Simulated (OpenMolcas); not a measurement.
# C2H7AlO (SMILES C[CH2][AlH][OH]): levels of theory compared

Wanted: a comparison of 6 runs (HF/STO-3G, HF/6-31G*, BLYP/6-31G*, PBE/6-31G*, revPBE/6-31G*, CCSD(T)/6-31G*) of C2H7AlO. 

The results are computed with OpenMolcas 26.06.

1 further run of the same task is left out (set aside as unsound or not needed).

## 1. The molecule

The species is C2H7AlO (11 atoms), meant as a singlet with charge 0. As SMILES, `C[CH2][AlH][OH]`. The C1–C2 distance was set to 1.987 Å, away from the relaxed value.

Bond lengths: C2–Al3 1.957 Å, Al3–O4 1.701 Å, C1–H5 1.094 Å, C1–H6 1.094 Å, C1–H7 1.094 Å, C2–H8 1.098 Å, C2–H9 1.098 Å, Al3–H10 1.582 Å, O4–H11 0.956 Å. Angles: C2–Al3–O4 121.1°, C2–Al3–H10 123.9°, O4–Al3–H10 115.0°, Al3–C2–H8 107.6°, Al3–C2–H9 107.6°, Al3–O4–H11 123.1°, H8–C2–H9 104.1°, H5–C1–H6 106.9°, H5–C1–H7 106.9°, H6–C1–H7 107.0°. A long bond or contact: C1–C2 1.987 Å.

## 2. A single-point energy at HF/STO-3G (run 1)

The input, test.inp:

```
>>> EXPORT MOLCAS_PRINT=2

&gateway
 baslib=$CurrDir
 coord
 11
 angstrom
 C       -1.497879       0.961830      -0.102296
 C        0.175900       0.388000       0.802000
 Al       1.254500      -0.947900      -0.137800
 O        0.762600      -1.576800      -1.639300
 H       -2.177279       0.120530      -0.267396
 H       -2.048879       1.707430       0.478904
 H       -1.296879       1.405730      -1.081596
 H       -0.049300      -0.010000       1.800700
 H        0.818800       1.256800       0.997900
 H        2.622300      -1.522700       0.412400
 H       -0.043800      -1.310100      -2.077800
 basis=STO-3G
 group=NoSym

&seward

&scf
 thresholds=1e-10 1e-07 1e-07 1e-05
 prorbitals=1 2
```

The basis set STO-3G is read from a file made from the Basis Set Exchange's data (not shown).

Launch:

```bash
$ export MOLCAS_MEM=1860
$ pymolcas test.inp > test.log
```

What it wrote:

```text
--- Start Module: gateway ---
[...]
--- Stop Module: gateway /rc=_RC_ALL_IS_WELL_ ---
--- Start Module: seward ---
[...]
      Basis functions           31
--- Stop Module: seward /rc=_RC_ALL_IS_WELL_ ---
[...]
--- Start Module: scf ---
[...]
       Convergence after  11 Iterations
[...]
::    Total SCF energy                               -391.6985390586
[...]
      Total spin, S                                     0.0000000000
[...]
      Total electronic charge=   40.000000
      Total            charge=   -0.000000
[...]
      Dipole Moment (debye):
      Origin of the operator (angstrom)=    0.3781   -0.4449   -0.2874
                   X= -2.7828E-01               Y=  5.2793E-01               Z=  5.4075E-01           Total=  8.0533E-01
      Quadrupole Moment (debye*angstrom):
[...]
--- Stop Module: scf /rc=_RC_ALL_IS_WELL_ ---
[...]
```

It took 2.3 s on 1 thread of Intel Xeon Platinum 8259CL at 2.50GHz (Skylake/Cascade Lake), shared host; peak memory 0.37 GiB.

## 3. The energy at HF/6-31G(d) (spherical functions) (run 2)

The input, mol.input:

```
* C2H7AlO Hartree-Fock

&GATEWAY
  BasLib = $CurrDir
  BasisSet
  C.6-31Gs....
  C1 -1.497879 0.961830 -0.102296 angstrom
  C2 0.175900 0.388000 0.802000 angstrom
  End of Basis
  BasisSet
  Al.6-31Gs....
  Al3 1.254500 -0.947900 -0.137800 angstrom
  End of Basis
  BasisSet
  O.6-31Gs....
  O4 0.762600 -1.576800 -1.639300 angstrom
  End of Basis
  BasisSet
  H.6-31Gs....
  H5 -2.177279 0.120530 -0.267396 angstrom
  H6 -2.048879 1.707430 0.478904 angstrom
  H7 -1.296879 1.405730 -1.081596 angstrom
  H8 -0.049300 -0.010000 1.800700 angstrom
  H9 0.818800 1.256800 0.997900 angstrom
  H10 2.622300 -1.522700 0.412400 angstrom
  H11 -0.043800 -1.310100 -2.077800 angstrom
  End of Basis

&SEWARD

&SCF
  Thresholds = 1e-10 1e-07 1e-07 1e-05
  PrOrbitals = 1 2
```

The basis set 6-31G* is read from a file made from the Basis Set Exchange's data (not shown).

Launch:

```bash
$ export MOLCAS_MEM=1860
$ pymolcas mol.input > mol.log
```

What it wrote:

```text
--- Start Module: gateway ---
[...]
--- Stop Module: gateway /rc=_RC_ALL_IS_WELL_ ---
--- Start Module: seward ---
[...]
      Basis functions           74
--- Stop Module: seward /rc=_RC_ALL_IS_WELL_ ---
[...]
--- Start Module: scf ---
[...]
       Convergence after  13 Iterations
[...]
::    Total SCF energy                               -396.5571572997
[...]
      Total spin, S                                     0.0000000000
[...]
      Total electronic charge=   40.000000
      Total            charge=   -0.000000
[...]
      Dipole Moment (debye):
      Origin of the operator (angstrom)=    0.3781   -0.4449   -0.2874
                   X= -1.4584E+00               Y=  1.2995E+00               Z=  4.8798E-01           Total=  2.0134E+00
      Quadrupole Moment (debye*angstrom):
[...]
--- Stop Module: scf /rc=_RC_ALL_IS_WELL_ ---
[...]
```

It took 6 s on 1 thread of Intel Xeon Platinum 8259CL at 2.50GHz (Skylake/Cascade Lake), shared host; peak memory 0.43 GiB.

Runs 3 to 5 aren't shown in full; the table further down has their settings and results.

## 4. A single-point energy at CCSD(T)/6-31G(d) (spherical functions) (run 6)

The input, test.input:

```
&GATEWAY
 BasLib=$CurrDir
 Coord
 11
 angstrom
 C       -1.497879       0.961830      -0.102296
 C        0.175900       0.388000       0.802000
 Al       1.254500      -0.947900      -0.137800
 O        0.762600      -1.576800      -1.639300
 H       -2.177279       0.120530      -0.267396
 H       -2.048879       1.707430       0.478904
 H       -1.296879       1.405730      -1.081596
 H       -0.049300      -0.010000       1.800700
 H        0.818800       1.256800       0.997900
 H        2.622300      -1.522700       0.412400
 H       -0.043800      -1.310100      -2.077800
 Basis=6-31Gs
 Group=NoSym

&SEWARD

&SCF
 Thresholds=1e-10 1e-07 1e-07 1e-05
 PrOrbitals=1 2

&RASSCF
 FileOrb=$Project.ScfOrb
 Spin=1
 Nactel=0 0 0
 Inactive=20
 Ras2=0
 OutOrbitals=Canonical
 OrbListing=Nothing

&MOTRA
 JobIph
 Frozen=8

&CCSDT
 CCT
 Triples=2
 Iterations=80
 Accuracy=1e-08
 Extrapolation=5 4
```

The basis set 6-31G* is read from a file made from the Basis Set Exchange's data (not shown).

Launch:

```bash
$ export MOLCAS_MEM=1860
$ pymolcas test.input > test.log
```

What it wrote:

```text
--- Start Module: gateway ---
[...]
--- Stop Module: gateway /rc=_RC_ALL_IS_WELL_ ---
[...]
      Basis functions           74
[...]
       Convergence after  13 Iterations
[...]
::    Total SCF energy                               -396.5571572997
[...]
      Total spin, S                                     0.0000000000
[...]
      Number of active orbitals                  0
[...]
      Spin quantum number                      0.0
[...]
      Active orbitals                            0
[...]
      Number of CSFs                             1
[...]
      Number of root(s) required                 1
[...]
      Convergence after  4 iterations
[...]
      Natural orbitals and occupation numbers for root  1
      ************************************************************************************************************************
      *                                                    Final results                                                     *
      ************************************************************************************************************************
[...]
::    RASSCF root number  1 Total energy:   -396.55715730
[...]
      Total electronic charge=   40.000000
      Total            charge=   -0.000000
[...]
      Dipole Moment (debye):
      Origin of the operator (angstrom)=    0.3781   -0.4449   -0.2874
                   X= -1.4584E+00               Y=  1.2995E+00               Z=  4.8798E-01           Total=  2.0134E+00
      Quadrupole Moment (debye*angstrom):
[...]
--- Start Module: motra ---
[...]
--- Stop Module: motra /rc=_RC_ALL_IS_WELL_ ---
--- Start Module: ccsdt ---
[...]
      Convergence after                    17  Iterations
      Total energy (diff) :    -397.09751290      -0.00000000
[...]
 METHOD                       : CCSD+T(CCSD)+<T3(1)WT1> = CCSD(T)
[...]
       CCSD     =      -397.0975129012202
[...]
```

Run time: 44 s. Hardware: 1 thread of Intel Xeon Platinum 8259CL at 2.50GHz (Skylake/Cascade Lake), shared host; peak memory 0.43 GiB.

## 5. The series

```
run                                 level  integration grid  frozen core orbitals  energy (Eh)  dipole moment (D) of the reference  HOMO energy (eV)  LUMO energy (eV)  wall time
  1                             HF/STO-3G                 –                     –  -391.698539                                0.81             -8.11              9.52      2.3 s
  2       HF/6-31G* (spherical functions)                 –                     –  -396.557157                                2.01            -10.47              2.34        6 s
  3     BLYP/6-31G* (spherical functions)         UltraFine                     –  -397.978165                                2.01             -6.03             -0.86       34 s
  4      PBE/6-31G* (spherical functions)         UltraFine                     –  -397.702838                                2.04             -6.18             -0.97       35 s
  5   revPBE/6-31G* (spherical functions)         UltraFine                     –  -397.940196                                2.01             -6.15             -0.88       33 s
  6  CCSD(T)/6-31G* (spherical functions)                 –                     8  -397.111359                                2.01            -10.47              2.34       44 s
```

## 6. Outcome

```
                                          quantity          value
                               run 6: total energy  -397.11136 Eh
         run 6: dipole moment (mean-field density)         2.01 D
        run 6: HOMO energy (Hartree–Fock orbitals)      -10.47 eV
        run 6: LUMO energy (Hartree–Fock orbitals)        2.34 eV
      run 6: HOMO–LUMO gap (Hartree–Fock orbitals)       12.81 eV
run 6: correlation energy (8 core orbitals frozen)     -554.2 mEh
                             run 6: (T) correction     -13.85 mEh
```

Over runs 1, 2, 3, 4, 5 the dipole moment (its size) runs from 0.81 D (HF/STO-3G) to 2.04 D (PBE/6-31G*). The two ends differ in method and basis. Over runs 1, 2, 3, 4, 5 the HOMO–LUMO gap runs from 5.18 eV (BLYP/6-31G*) to 17.63 eV (HF/STO-3G). Totals of different functionals can't be ranked against each other. In run 1 the basis is minimal, so the values are rough. All runs together took 2.6 min, the longest 44 s.
